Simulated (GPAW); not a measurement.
# C2H2BCl (SMILES ClB1C=C1): DELTA-SCF[RPBE]/real-space grid (scalar-relativistic datasets, core atom 0, core shell 2p)

We compute a core binding energy of C2H2BCl. 

Program for the calculation: GPAW 26.7.0.

2 further runs of the same task are left out: 2 set aside as unsound or not needed.

**1. Starting point**

C2H2BCl has 6 atoms, charge 0, and is taken as a singlet. As SMILES, `ClB1C=C1`. Geometry: relaxed at GFN2-xTB.

Bond lengths: Cl1–B2 1.694 Å, B2–C3 1.488 Å, B2–C4 1.489 Å, C3–C4 1.359 Å, C3–H5 1.071 Å, C4–H6 1.071 Å. Angles: Cl1–B2–C3 152.8°, Cl1–B2–C4 152.9°, C3–B2–C4 54.3°, B2–C3–C4 62.8°, B2–C4–C3 62.8°, B2–C3–H5 160.0°, C4–C3–H5 137.2°, B2–C4–H6 160.0°, C3–C4–H6 137.2°.

**2. A core binding energy at DELTA-SCF[RPBE]/real-space grid (scalar-relativistic datasets, core atom 0, core shell 2p)**

calc.py reads:

```python
from ase.io.zmatrix import parse_zmatrix
from gpaw import GPAW, setup_paths
from gpaw.atom.configurations import parameters
from gpaw.atom.generator import Generator

atoms = parse_zmatrix("""
Cl
B 1 1.693689
C 2 1.488489 1 152.81169
C 3 1.359025 2 62.83986 1 179.88434
H 3 1.070643 4 137.17832 2 -179.99776
H 4 1.070893 3 137.17408 5 0.09651
""")
atoms.center(vacuum=4.5)

calc = GPAW(mode='fd',
            h=0.18,
            xc='RPBE',
            nbands=-10,
            maxiter=100,
            poissonsolver={'name': 'fast'},
            symmetry='off',
            txt='-')
atoms.calc = calc
e0 = atoms.get_potential_energy() + calc.get_reference_energy()

Generator('Cl', xcname='RPBE', scalarrel=True, corehole=(2, 1, 1.0), nofiles=True, txt=None).run(name='ch2p', **parameters['Cl'])
setup_paths.insert(0, '.')
atoms[0].magmom = 1
calc = GPAW(mode='fd',
            h=0.18,
            xc='RPBE',
            charge=-1,
            occupations={'name': 'fermi-dirac', 'width': 0.0, 'fixmagmom': True},
            nbands=-10,
            maxiter=100,
            poissonsolver={'name': 'fast'},
            symmetry='off',
            setups={0: 'ch2p'},
            spinpol=True,
            txt='-')
atoms.calc = calc
e1 = atoms.get_potential_energy() + calc.get_reference_energy()
be = e1 - e0
print(f'Cl 2p first excitation: {be:.2f} eV')
```

The run is started by

```sh
$ python calc.py > calc.log
```

Q: Predict the results. Wanted: first core excitation energy.

Computed results:

Level: DELTA-SCF[RPBE]/real-space grid (scalar-relativistic datasets, core atom 0, core shell 2p).

| quantity | value |
| --- | --- |
| first core excitation energy | 202.12 eV |
